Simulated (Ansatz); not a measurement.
# C₂H₅AlO: a spread of methods and bases, part 2 of 2

Ansatz 0.2.0, Gaussian basis; the settings change from run to run. The steps go on from the part before.

### Step 6. B3LYP/def2-TZVPD

Options: finite nuclei.

The input, in.yaml:

```yaml
crystal:
  periodic: [false, false, false]
  atoms:
    - {symbol: O, position_ang: [-0.118207, 1.665030, -0.840646]}
    - {symbol: C, position_ang: [0.517935, 1.185419, 0.237716]}
    - {symbol: C, position_ang: [0.492766, -0.076507, 0.700984]}
    - {symbol: Al, position_ang: [-0.499375, -1.487313, -0.127649]}
    - {symbol: H, position_ang: [-0.621216, 0.951695, -1.261743]}
    - {symbol: H, position_ang: [1.083706, 1.984972, 0.712333]}
    - {symbol: H, position_ang: [1.090077, -0.229629, 1.595990]}
    - {symbol: H, position_ang: [-1.316565, -1.062935, -1.437404]}
    - {symbol: H, position_ang: [-0.540521, -2.976832, 0.403319]}
basis:
  gaussian: {orbitals: def2-TZVPD, nuclear_model: gaussian}
hamiltonian: {xc: {name: B3LYP}}
```

Command:

```
> ansatz run in.yaml --threads 2 --pin off --events-out ev --progress --plain --max-ram 4352MiB
```

The log of the run:

```text
Functional definition: B3LYP
  name "B3LYP"
  cite "Stephens, Devlin, Chabalowski & Frisch, J. Phys. Chem. 98, 11623 (1994) doi:10.1021/j100096a001"
  cite "Becke, Phys. Rev. A 38, 3098 (1988) doi:10.1103/PhysRevA.38.3098"
  cite "Lee, Yang & Parr, Phys. Rev. B 37, 785 (1988) doi:10.1103/PhysRevB.37.785"
  cite "Vosko, Wilk & Nusair, Can. J. Phys. 58, 1200 (1980) doi:10.1139/p80-159"
  parameter a0 = 0.2
  parameter ax = 0.72
  parameter ac = 0.81
  exchange = (1 - a0 - ax)*slater_x + ax*b88_x + a0*exact_x
  correlation = (1 - ac)*vwn_rpa_c + ac*lyp_c
1067 factors; their error is unknown
mean field evaluation 1: about -10792.6793 eV, gradient 6.3e1 eV
mean field evaluation 2: about -10774.3060 eV, gradient 9.8e1 eV
mean field evaluation 4: about -10800.8010 eV, gradient 1.3e1 eV
mean field evaluation 8: about -10801.2017 eV, gradient 1.8e-1 eV
mean field evaluation 16: about -10801.2040 eV, gradient 5.8e-5 eV
mean field -10801.20400593 eV, -396.9369258988 hartree, gradient 6.0e-5 eV, S^2 0.000000; 0 other end points of the search recorded, 0 dependent functions left out
reference -10801.20430586 eV, -396.9369369213 hartree; 19, 19 occupied and 183, 183 virtual orbitals, 1067 factors
Total energy: -10801.20430586 eV, -396.9369369213 hartree
```

It took 3.9 s on 2 threads of Arm Neoverse V1, shared host.

### Step 7. BHLYP/def2-SVP

Options: unrestricted orbitals, relativity set to scalar, high accuracy.

in.yaml: that of step 6 with these lines changed.

```diff
@@ -13,3 +13,5 @@
 basis:
-  gaussian: {orbitals: def2-TZVPD, nuclear_model: gaussian}
-hamiltonian: {xc: {name: B3LYP}}
+  gaussian: {orbitals: def2-SVP}
+magnetization: {spin_polarized: true, initial_magnetization: 0}
+hamiltonian: {xc: {name: BHLYP}, pseudopotentials: {relativity: scalar}}
+accuracy: high
```

Same command.

The log of the run:

```text
Functional definition: BHLYP
  name "BHLYP"
  cite "Becke, J. Chem. Phys. 98, 1372 (1993) doi:10.1063/1.464304"
  cite "Becke, Phys. Rev. A 38, 3098 (1988) doi:10.1103/PhysRevA.38.3098"
  cite "Lee, Yang & Parr, Phys. Rev. B 37, 785 (1988) doi:10.1103/PhysRevB.37.785"
  parameter a = 0.5
  exchange = (1 - a)*b88_x + a*exact_x
  correlation = lyp_c
1957 factors; integrals over basis functions are off by at most 3.8e-9 eV
mean field evaluation 1: about -10799.7268 eV, gradient 2.9e1 eV
mean field evaluation 2: about -10800.6268 eV, gradient 2.5e1 eV
mean field evaluation 4: about -10803.6649 eV, gradient 5.8e-1 eV
mean field evaluation 8: about -10803.6636 eV, gradient 1.8e-2 eV
mean field evaluation 16: about -10803.6636 eV, gradient 8.7e-7 eV
mean field -10803.66358290 eV, -397.0273136855 hartree, gradient 1.5e-8 eV, S^2 0.000000; 0 other end points of the search recorded, 0 dependent functions left out
reference -10803.66361066 eV, -397.0273147055 hartree; 19, 19 occupied and 66, 66 virtual orbitals, 1957 factors
Total energy: -10803.66361066 eV, -397.0273147055 hartree
Relativity: scalar
```

Wall time 6 s (2 threads of Arm Neoverse V1, shared host).

⟨S²⟩ 0.000.

### Step 8. r2SCAN0/cc-pVTZ-DK

in.yaml: that of step 7 with these lines changed.

```diff
@@ -13,5 +13,3 @@
 basis:
-  gaussian: {orbitals: def2-SVP}
-magnetization: {spin_polarized: true, initial_magnetization: 0}
-hamiltonian: {xc: {name: BHLYP}, pseudopotentials: {relativity: scalar}}
-accuracy: high
+  gaussian: {orbitals: cc-pVTZ-DK}
+hamiltonian: {xc: {name: r2SCAN0}}
```

The command is unchanged.

The log of the run:

```text
Functional definition: r2SCAN0
  name "r2SCAN0"
  cite "Bursch, Neugebauer, Ehlert & Grimme, J. Chem. Phys. 156, 134105 (2022) doi:10.1063/5.0086040"
  cite "Furness, Kaplan, Ning, Perdew & Sun, J. Phys. Chem. Lett. 11, 8208 (2020) doi:10.1021/acs.jpclett.0c02405"
  cite "Furness, Kaplan, Ning, Perdew & Sun, J. Phys. Chem. Lett. 11, 9248 (2020) doi:10.1021/acs.jpclett.0c03077"
  parent r2scan
  parameter a = 0.25
  parameter k0 = 0.174
  parameter k1 = 0.065
  parameter a1 = 4.9479
  exchange = (1 - a)*r2scan_x(k0 = k0, k1 = k1, a1 = a1) + a*exact_x
  correlation = r2scan_c
1102 factors; their error is unknown
mean field evaluation 1: about -10804.8785 eV, gradient 5.2e1 eV
mean field evaluation 2: about -10801.7588 eV, gradient 6.0e1 eV
mean field evaluation 4: about -10810.5497 eV, gradient 4.0e0 eV
mean field evaluation 8: about -10810.6373 eV, gradient 3.0e-1 eV
mean field evaluation 16: about -10810.6374 eV, gradient 2.2e-5 eV
mean field -10810.63737613 eV, -397.2835958595 hartree, gradient 2.2e-5 eV, S^2 0.000000; 0 other end points of the search recorded, 0 dependent functions left out
reference -10810.63738659 eV, -397.2835962440 hartree; 19, 19 occupied and 175, 175 virtual orbitals, 1102 factors
Total energy: -10810.63738659 eV, -397.2835962440 hartree
Relativity: scalar
```

Run time: 4.8 s. Hardware: 2 threads of Arm Neoverse V1, shared host.

### Step 9. wPBEh/def2-mTZVPP

Options: a point charge of 1.00 e beside it.

in.yaml: that of step 8 with these lines changed.

```diff
@@ -13,3 +13,4 @@
 basis:
-  gaussian: {orbitals: cc-pVTZ-DK}
-hamiltonian: {xc: {name: r2SCAN0}}
+  gaussian: {orbitals: def2-mTZVPP, point_charges: [{charge: 1.00, position_ang: [4.728, -0.886, -0.069]}]}
+hamiltonian: {xc: {name: wPBEh}}
+output: {forces: true}
```

Same command.

The log of the run:

```text
Functional definition: wPBEh
  name "wPBEh"
  cite "Heyd, Scuseria & Ernzerhof, J. Chem. Phys. 118, 8207 (2003) doi:10.1063/1.1564060"
  cite "Krukau, Vydrov, Izmaylov & Scuseria, J. Chem. Phys. 125, 224106 (2006) doi:10.1063/1.2404663"
  cite "Heyd & Scuseria, J. Chem. Phys. 120, 7274 (2004) doi:10.1063/1.1668634"
  cite "Ernzerhof & Perdew, J. Chem. Phys. 109, 3313 (1998) doi:10.1063/1.476928"
  cite "Perdew, Burke & Ernzerhof, Phys. Rev. Lett. 77, 3865 (1996) doi:10.1103/PhysRevLett.77.3865"
  parent pbe
  parameter a = 0.25
  parameter omega = 0.11/bohr
  exchange = wpbe_x - a*pbe_x_sr(omega) + a*exact_x_sr(omega)
  correlation = pbe_c
1004 factors; integrals over basis functions are off by at most 9.2e-4 eV
93 factors; integrals over basis functions are off by at most 6.6e-7 eV
mean field evaluation 1: about -10785.1446 eV, gradient 5.9e1 eV
mean field evaluation 2: about -10771.7045 eV, gradient 8.5e1 eV
mean field evaluation 4: about -10792.4797 eV, gradient 1.1e1 eV
mean field evaluation 8: about -10792.8885 eV, gradient 1.3e0 eV
mean field evaluation 16: about -10792.8916 eV, gradient 3.5e-5 eV
mean field -10792.89157156 eV, -396.6314495700 hartree, gradient 3.5e-5 eV, S^2 0.000000; 0 other end points of the search recorded, 0 dependent functions left out
the calculation of the forces begins
reference -10792.89161488 eV, -396.6314511620 hartree; 19, 19 occupied and 90, 90 virtual orbitals, 1004 factors
Total energy: -10792.89161488 eV, -396.6314511620 hartree
Atom 0 at    -0.118207     1.665030    -0.840646 Å, force     0.191465    -0.073170     0.198663 eV/Å
Atom 1 at     0.517935     1.185419     0.237716 Å, force    -0.014706     0.308079    -0.233732 eV/Å
Atom 2 at     0.492766    -0.076507     0.700984 Å, force     0.498421    -0.204005    -0.057804 eV/Å
Atom 3 at    -0.499375    -1.487313    -0.127649 Å, force    -0.549779    -0.252815    -0.098334 eV/Å
Atom 4 at    -0.621216     0.951695    -1.261743 Å, force    -0.124366     0.001772    -0.070840 eV/Å
Atom 5 at     1.083706     1.984972     0.712333 Å, force    -0.067976     0.067403     0.043324 eV/Å
Atom 6 at     1.090077    -0.229629     1.595990 Å, force    -0.084374     0.047911     0.155364 eV/Å
Atom 7 at    -1.316565    -1.062935    -1.437404 Å, force     0.116251     0.031381     0.048710 eV/Å
Atom 8 at    -0.540521    -2.976832     0.403319 Å, force     0.134129     0.040259     0.003557 eV/Å
Dipole moment:    -0.201074     0.001990     0.031384 e Å
```

Run time: 2.5 s. Hardware: 2 threads of Arm Neoverse V1, shared host.

Largest force 0.613 eV/Å, dipole 0.98 D.

### Step 10. HSE06/def2-TZVPP

This run has D3(BJ) with three-body dispersion.

in.yaml: that of step 9 with these lines changed.

```diff
@@ -13,4 +13,3 @@
 basis:
-  gaussian: {orbitals: def2-mTZVPP, point_charges: [{charge: 1.00, position_ang: [4.728, -0.886, -0.069]}]}
-hamiltonian: {xc: {name: wPBEh}}
-output: {forces: true}
+  gaussian: {orbitals: def2-TZVPP}
+hamiltonian: {xc: {name: HSE06}, dispersion: d3bjatm}
```

The command is unchanged.

The log of the run:

```text
Functional definition: HSE06
  name "HSE06"
  cite "Heyd, Scuseria & Ernzerhof, J. Chem. Phys. 118, 8207 (2003) doi:10.1063/1.1564060"
  cite "Krukau, Vydrov, Izmaylov & Scuseria, J. Chem. Phys. 125, 224106 (2006) doi:10.1063/1.2404663"
  cite "Heyd & Scuseria, J. Chem. Phys. 120, 7274 (2004) doi:10.1063/1.1668634"
  cite "Ernzerhof & Perdew, J. Chem. Phys. 109, 3313 (1998) doi:10.1063/1.476928"
  cite "Perdew, Burke & Ernzerhof, Phys. Rev. Lett. 77, 3865 (1996) doi:10.1103/PhysRevLett.77.3865"
  parent pbe
  parameter a = 0.25
  parameter omega = 0.11/bohr
  # The whole range is PBE's own exchange, as in plane waves. The composition of these papers is wPBEh.
  exchange = pbe_x - a*pbe_x_sr(omega) + a*exact_x_sr(omega)
  correlation = pbe_c
1106 factors; their error is unknown
107 factors; integrals over basis functions are off by at most 9.3e-7 eV
mean field evaluation 1: about -10784.4673 eV, gradient 5.8e1 eV
mean field evaluation 2: about -10768.0233 eV, gradient 9.0e1 eV
mean field evaluation 4: about -10791.6481 eV, gradient 1.2e1 eV
mean field evaluation 8: about -10791.9932 eV, gradient 2.0e-1 eV
mean field evaluation 16: about -10792.0085 eV, gradient 6.5e-5 eV
mean field -10792.00854203 eV, -396.5989988334 hartree, gradient 6.5e-5 eV, S^2 0.000000; 0 other end points of the search recorded, 0 dependent functions left out
reference -10792.00858482 eV, -396.5990004060 hartree; 19, 19 occupied and 186, 186 virtual orbitals, 1106 factors
Total energy: -10792.11621761 eV, -396.6029558382 hartree
```

Wall time 3.1 s (2 threads of Arm Neoverse V1, shared host).

### Step 11. The runs in one table

| level | charge | multiplicity | geometry | functions | energy (eV) | time |
| --- | --- | --- | --- | --- | --- | --- |
| LC-wPBE/def2-TZVPP | 0 | 1 | relaxed | 205 | -10795.377 | 3.7 s |
| B97/aug-pcseg-2 | 0 | 1 | shaken | 303 | -10795.815 | 21 s |
| BHLYP/def2-TZVPP | 0 | 1 | relaxed | 205 | -10798.294 | 24 s |
| PBE/x2c-TZVPPall | 0 | 1 | relaxed | 205 | -10805.974 | 3.1 s |
| B3LYP/def2-TZVPD | 0 | 1 | relaxed | 202 | -10801.204 | 3.9 s |
| BHLYP/def2-SVP | 0 | 1 | relaxed | 85 | -10803.664 | 6 s |
| r2SCAN0/cc-pVTZ-DK | 0 | 1 | relaxed | 194 | -10810.637 | 4.8 s |
| wPBEh/def2-mTZVPP | 0 | 1 | relaxed, point charge | 109 | -10792.892 | 2.5 s |
| HSE06/def2-TZVPP | 0 | 1 | relaxed | 205 | -10792.116 | 3.1 s |

### Step 12. What came out

The summary covers parts 1 to 2.

```
                                         quantity                     value
                                             runs                         9
                                         quickest  wPBEh/def2-mTZVPP, 2.5 s
                                          slowest    BHLYP/def2-TZVPP, 24 s
spread of total energies, same state and geometry                   18.5 eV
                  dipole, same state and geometry            0.32 to 0.50 D
```

**Reading.** BHLYP/def2-TZVPP took 10 times as long as wPBEh/def2-mTZVPP. The jobs differ in tasks and options as well as level. Total energies at one charge and spin differ by 19 eV between levels, so only differences within one level mean anything. Some of these runs are scalar-relativistic and others not, which shifts the totals of all-electron atoms past neon by eV; core potentials, where a basis has them, take the core out of the total altogether. At the PBE0-D4/def2-TZVP geometry and in the same state, runs without warnings or point charges leave forces up to 0.75 eV/Å (BHLYP/def2-TZVPP), against 13.9 eV/Å where the atoms were moved. At that geometry and state the dipole changes by 53 % between the lowest and highest value.
